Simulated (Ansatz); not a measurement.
What does this script print? It uses Ansatz 0.2.0, Python API.

`bde.py`:
```python
"""Cost of removing each kind of hydrogen from C2H3FSi, fragments frozen."""

import ansatz as az
from ase import Atoms


def energy(molecule, charge=0, unpaired=0):
    calc = molecule.calculation().basis(gaussian="def2-SVP").functional("hf")
    if charge:
        calc = calc.charge(charge)
    if unpaired:
        calc = calc.spin("collinear", total=unpaired)
    return calc.run(threads=1, backend="cpu").report["free_energy_ev"]

def without(molecule, index):
    rest = az.Crystal.molecule()
    for i, site in enumerate(molecule.cartesian_sites):
        if i != index:
            rest = rest.atom(site.symbol, site.position_ang)
    return rest

atoms = Atoms(["F", "Si", "C", "C", "H", "H", "H"], positions=[
    (-1.6315, -1.314, 0.1754),
    (-0.8715, -0.0203, -0.3946),
    (0.2642, 0.685, 0.6943),
    (0.9193, -0.2591, -0.002),
    (-0.9551, 0.2431, -1.8668),
    (0.5465, 1.3898, 1.4812),
    (1.7893, -0.7925, -0.1332),
])
c2h3fsi = az.Crystal.molecule_from_ase(atoms)

whole = energy(c2h3fsi, 0)
hydrogen = energy(az.Crystal.molecule().atom("H", (0, 0, 0)), 0, 1)
print(f"E(molecule) = {whole:.5f} eV, E(H) = {hydrogen:.5f} eV")
for index in [4, 6]:
    radical = energy(without(c2h3fsi, index), 0, 1)
    print(f"H{index}: homolysis {23.060548 * (radical + hydrogen - whole):.1f} kcal/mol")
    anion = energy(without(c2h3fsi, index), -1)
    print(f"H{index}: loss of a proton {23.060548 * (anion - whole):.1f} kcal/mol")
```

Output of `python bde.py`:
```text
E(molecule) = -12668.81531 eV, E(H) = -13.58606 eV
H4: homolysis 66.6 kcal/mol
H4: loss of a proton 372.0 kcal/mol
H6: homolysis 84.4 kcal/mol
H6: loss of a proton 395.9 kcal/mol
```

Reading the output:
- Total energies depend on the basis set; only differences at equal settings carry meaning.
- The geometry is a force-field or estimated start, not a minimum of this method, and the basis set is short of its limit. All parts are taken at fixed geometry, without zero-point energy.
- The expectation value of S² is noticeably off S(S+1) in at least one run, so that state is spin-contaminated.
- Hartree-Fock leaves correlation out, so bond, atomisation and ionisation energies come out well too low.
- Anions want diffuse functions, which this basis lacks.
- The whole script took 4.4 s on 1 thread of Arm Neoverse V1, on a shared host, peak memory 0.19 GiB.
